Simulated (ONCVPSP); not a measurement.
# An ONCV potential for gallium, from input to tests

Task: generate the file, and judge it by its errors in other configurations, its logarithmic derivatives, its ghosts and its cutoff.

Program: ONCVPSP 4.0.1.1 (patched build). Reference atom: PBE, scalar-relativistic, spherical and spin-unpolarised. All values are calculated.

## (1) Starting point

The settings as typed:

- element: gallium (Ga, Z = 31)
- type: optimised norm-conserving Vanderbilt (ONCV)
- frozen core: [Ne]
- valence charge: 21
- reference configuration: 3s2 3p6 3d10 4s2 4p1
- partial waves: 3s+4s: rc 1.15 bohr, ncon 4, nbas 7, qcut 6.2 1/bohr, 3 projectors, debl 2.4 Ha; 3p+4p: rc 1.00 bohr, ncon 4, nbas 9, qcut 16.8 1/bohr, 2 projectors; 3d: rc 1.40 bohr, ncon 3, nbas 8, qcut 13.2 1/bohr, 2 projectors, debl 2.2 Ha
- local potential: polynomial inside 0.70 bohr (lpopt 5, dvloc0 3 Ha)
- core correction: Teter function, fcfact 3.5, rcfact 1.45

The outer shells as boxes (Hund's rule for the drawing; the calculation is spin-unpolarised):

```
[Ne] core
3s [↑↓]
3p [↑↓][↑↓][↑↓]
3d [↑↓][↑↓][↑↓][↑↓][↑↓]
4s [↑↓]
4p [↑ ][  ][  ]
```

The nodes and maxima of the atom's own shells, from an earlier all-electron run, set the scale for the radii.

All-electron outer shells of the reference configuration (PBE, scalar-relativistic, ld1.x):

| shell | level (eV) | outermost node (bohr) | outermost maximum (bohr) |
| --- | --- | --- | --- |
| 2s | -1262.33 | 0.07 | 0.18 |
| 2p | -1098.84 | – | 0.15 |
| 3s | -148.13 | 0.27 | 0.56 |
| 3p | -98.86 | 0.24 | 0.56 |
| 3d | -19.15 | – | 0.53 |
| 4s | -8.95 | 0.81 | 1.90 |
| 4p | -2.58 | 0.87 | 2.53 |

## (2) Generation

File Ga.dat:

```
# ATOM AND REFERENCE CONFIGURATION
# atsym  z   nc   nv     iexc    psfile
  Ga 31.00    3    5        4      upf
#
#   n    l    f
    1    0    2.00
    2    0    2.00
    2    1    6.00
    3    0    2.00
    3    1    6.00
    3    2   10.00
    4    0    2.00
    4    1    1.00
#
# PSEUDOPOTENTIAL AND OPTIMIZATION
# lmax
    2
#
#   l,   rc,      ep,       ncon, nbas, qcut
    0    1.15    0.00    4    7    6.20
    1    1.00    0.00    4    9   16.80
    2    1.40    0.00    3    8   13.20
#
# LOCAL POTENTIAL
# lloc, lpopt,  rc(5),   dvloc0
    4    5    0.70    3.00
#
# VANDERBILT-KLEINMAN-BYLANDER PROJECTORs
# l, nproj, debl
    0    3    2.40
    1    2    1.80
    2    2    2.20
#
# MODEL CORE CHARGE
# icmod, fcfact, rcfact
    3    3.50    1.45
#
# LOG DERIVATIVE ANALYSIS
# epsh1, epsh2, depsh
   -7.00    5.00    0.04
#
# OUTPUT GRID
# rlmax, drl
    6.00    0.01
#
# TEST CONFIGURATIONS
# ncnf
    4
# nvcnf
#   n    l    f
    5
    3    0    2.00
    3    1    6.00
    3    2   10.00
    4    0    2.00
    4    1    0.00
#
    5
    3    0    2.00
    3    1    6.00
    3    2   10.00
    4    0    1.00
    4    1    0.00
#
    5
    3    0    2.00
    3    1    6.00
    3    2   10.00
    4    0    0.00
    4    1    0.00
#
    5
    3    0    2.00
    3    1    6.00
    3    2    9.00
    4    0    0.00
    4    1    0.00
#
```

Command:

```console
$ oncvpsp.x < Ga.dat > Ga.out
```

Q: Predict the outcome of this session. Wanted: cutoffs for 1 and 0.1 mHa per electron, occupied waves; bound ghosts; GHOST(+) flags; largest test error; largest phase difference near zero energy, channels read; rms error of d²Exc/dn², without and with the model core.

**Answer**, as computed:

| quantity | value |
| --- | --- |
| cutoffs for 1 and 0.1 mHa per electron, occupied waves | 62 Ha and 94 Ha |
| bound ghosts | none found |
| GHOST(+) flags | s at 1074 eV (1 near or above the test basis's cutoff) |
| largest test error (AE − PS) | -1.4 meV, for 3s2 3p6 3d10 4s1 4p0 (2 tests unsolved) |
| largest phase difference near zero energy, channels read | 0.000 rad |
| rms error of d²Exc/dn², without and with the model core | 3.27 and 1.14 mHa |

What this shows: By total energies transferability is very good where solved: the largest error is 1.4 meV on 26.8 eV, for 3s2 3p6 3d10 4s1 4p0. Of the tests 2 gave no usable energy difference, which is a warning in itself. By its cutoff, 62 Ha for the looser tolerance, it is hard. It is free of bound ghosts as far as tested. Near zero energy the phases of the channels with partial waves agree within 0.001 rad. The program also flags highly localised states, GHOST(+) (s). These are tests on the free atom; a crystal test is still owed.
